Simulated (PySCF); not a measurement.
# C3H8AsB: the cost of one run

Computed with PySCF 2.14.0, with density-fitted response routines of our own, on a single molecule in the gas phase. Atoms count from 0, in the outputs and in this text.

### Step 1. The starting structure

13 atoms, charge 0, multiplicity 1; geometry from: PBE0-D3(BJ)/def2-SVP.

Bonds of the start (Å): As0–B1 2.01, B1–C2 1.53, C2–C3 1.53, C3–C4 1.47, C4–C2 1.53, As0–H5 1.52, As0–H6 1.52, B1–H7 1.21, C2–H8 1.09, C3–H9 1.09, C3–H10 1.09, C4–H11 1.09, C4–H12 1.09.

### Step 2. NMR shieldings: PBE0/6-31G*

The job: settings as JSON, then the geometry in Å.

```
{"job": {"kind": "nmr", "xc": "PBE0", "basis": "6-31G*", "pop": true}, "charge": 0, "multiplicity": 1}
As     2.804030    -0.289554    -0.279605
B      0.834160    -0.622928    -0.057803
C     -0.190051     0.488400     0.192380
C     -1.370902     0.200204     1.118247
C     -1.607896     0.247109    -0.336154
H      3.043434    -1.257560    -1.424193
H      2.717572     0.956277    -1.146094
H      0.471388    -1.779085    -0.000681
H      0.128490     1.535575     0.166638
H     -1.389228    -0.768525     1.623972
H     -1.715775     1.037169     1.730978
H     -1.798940    -0.687122    -0.870136
H     -2.114568     1.120003    -0.755498
```

Level: GIAO PBE0/6-31G* NMR shielding, non-relativistic, gas phase.

Run with:

```bash
OMP_NUM_THREADS=1 python probes_run.py task.json out
```

One launch serves the whole session: the jobs run in the order shown.

Q: Estimate the wall time and peak memory of this first job on 1 thread of Intel Xeon 6975P-C, shared host.

About 7.3 s, with a peak of 0.58 GiB.
